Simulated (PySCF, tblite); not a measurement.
**C₅H₁₀FNSi: geometry, infrared bands and NMR shifts**

Aim: predict the infrared bands and NMR shifts of C₅H₁₀FNSi (`C=NC[SiH2]CC(=C)F`).

The runs use tblite 0.8.0 and PySCF 2.14.0, with density-fitted response routines of our own; the level of theory stands in each step. All values are computed, except where a source is named. Atoms are numbered from 0 throughout.

## Step 1: The starting structure

18 atoms, charge 0, multiplicity 1; geometry from: force field or distance geometry start.

Bonds of the start (Å): C0–N1 1.27, N1–C2 1.48, C2–Si3 1.86, Si3–C4 1.87, C4–C5 1.51, C5–C6 1.34, C5–F7 1.35, C0–H8 1.10, C0–H9 1.11, C2–H10 1.10, C2–H11 1.11, Si3–H12 1.51, Si3–H13 1.49, C4–H14 1.10, C4–H15 1.10, C6–H16 1.08, C6–H17 1.08.

## Step 2: Geometry optimisation with GFN2-xTB

Job settings and geometry (Å):

```
{"job": {"kind": "relax", "xc": "GFN2-xTB", "basis": "xTB"}, "charge": 0, "multiplicity": 1}
C     -2.753900     1.189500    -0.184000
N     -1.764700     0.592200     0.339000
C     -1.385600    -0.655400    -0.350600
Si    -0.004100    -1.498900     0.560000
C      1.470700    -0.375800     0.792800
C      2.049900     0.133500    -0.503100
C      2.038200     1.420100    -0.883000
F      2.678500    -0.743900    -1.314800
H     -3.290100     0.819000    -1.075000
H     -3.134500     2.132200     0.260300
H     -1.067700    -0.425800    -1.375700
H     -2.257300    -1.334200    -0.407500
H     -0.480700    -1.964300     1.914900
H      0.399100    -2.735000    -0.176300
H      1.175200     0.472000     1.431700
H      2.253800    -0.915300     1.337500
H      2.495200     1.718200    -1.813400
H      1.569300     2.178200    -0.270900
```

Started as:

```console
$ OMP_NUM_THREADS=1 python probes_run.py task.json out
```

This one command runs all jobs of the session in turn.

**Question.** This job is followed by: GFN2-xTB harmonic vibrations, gas phase; GIAO PBE0/pcSseg-1 NMR shielding, non-relativistic, gas phase. Predict these results of the whole session: strongest single infrared mode (GFN2-xTB); zero-point energy (GFN2-xTB); ¹³C shifts against TMS (PBE0/pcSseg-1); ¹H shifts against TMS (PBE0/pcSseg-1, means over atoms taken as alike); ¹⁵N shifts against NH3 (PBE0/pcSseg-1); ²⁹Si shifts against TMS (PBE0/pcSseg-1); ¹⁹F shifts against CFCl3 (PBE0/pcSseg-1).

The runs gave:

| quantity | value |
| --- | --- |
| strongest single infrared mode (GFN2-xTB) | 2230 cm⁻¹, 345 km/mol |
| zero-point energy (GFN2-xTB) | 84.3 kcal/mol |
| ¹³C shifts against TMS (PBE0/pcSseg-1) | 174.6, 153.7, 94.8, 50.5, 17.5 ppm |
| ¹H shifts against TMS (PBE0/pcSseg-1, means over atoms taken as alike) | 7.70, 7.14, 4.84, 4.74, 4.14, 3.79, 2.10 ppm |
| ¹⁵N shifts against NH3 (PBE0/pcSseg-1) | 404.8 ppm |
| ²⁹Si shifts against TMS (PBE0/pcSseg-1) | -37.4 ppm |
| ¹⁹F shifts against CFCl3 (PBE0/pcSseg-1) | -85.7 ppm |

**Reading.** The optimisation took 128 steps and gained 0.418 eV; among the close pairs (by a distance rule), C2–Si3 changed most, from 1.857 to 1.919 Å. No mode is imaginary among the 48: a minimum at this level. The strongest single mode, at 2230 cm⁻¹, moves mainly H12. GFN2-xTB is a fitted tight-binding method: band positions and strengths are rough. Its intensities can rank the bands wrongly. At PBE0/pcSseg-1: The largest span, 803 ppm, is at N1, where the paramagnetic term is -468 ppm.
